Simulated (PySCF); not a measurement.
# [RuS2]-: structure of the sextet

Method: PBE, basis Ru def2-SVPD with ECP28, S def2-SVPD, scalar-relativistic core potentials, no spin–orbit coupling, density fitting; program: PySCF 2.14.0.

**1. The starting structure**

3 atoms, charge -1, spin multiplicity 6.

Bond lengths: Ru1–S2 2.348 Å, S2–S3 2.047 Å. Angles: Ru1–S2–S3 119.9°.

```xyz
3
charge -1 multiplicity 6
Ru    0.0000    0.0000    0.0000
S     0.0000    0.0000    2.3484
S     1.7748    0.0000    3.3684
```

**2. Finding the electronic state**

One driver script runs all steps and calls PySCF; scf.py shows how it sets up the SCF of each step. The optimiser is the driver's own. After this first run the driver tries any further starts and a stability analysis.

Contents of scf.py:

```python
from pyscf import gto, scf, dft
mol = gto.M(atom='''
Ru     0.000000     0.000000     0.000000
S      0.000000     0.000000     2.348400
S      1.774800     0.000000     3.368400''',
    basis={'Ru': 'def2-SVPD', 'S': 'def2-SVPD'},
    ecp={'Ru': 'def2-SVPD'},
    charge=-1, spin=5)
mf = dft.UKS(mol, xc='PBE')
mf.grids.atom_grid = (50, 194)
aux = {'Ru': 'def2-universal-JKFIT', 'S': 'def2-universal-JKFIT'}
mf = mf.density_fit(auxbasis=aux)
mf.conv_tol = 1e-08
mf.diis_space = 10
mf.max_cycle = 60
mf.init_guess = 'minao'
mf.verbose = 4
mf.kernel()
```

Launch:

```
OMP_NUM_THREADS=2 python axn.py task.json out
```

**Question.** How long does this step take on 2 threads of Arm Neoverse V1, shared host?

About 41 s, with a peak of 0.34 GiB.
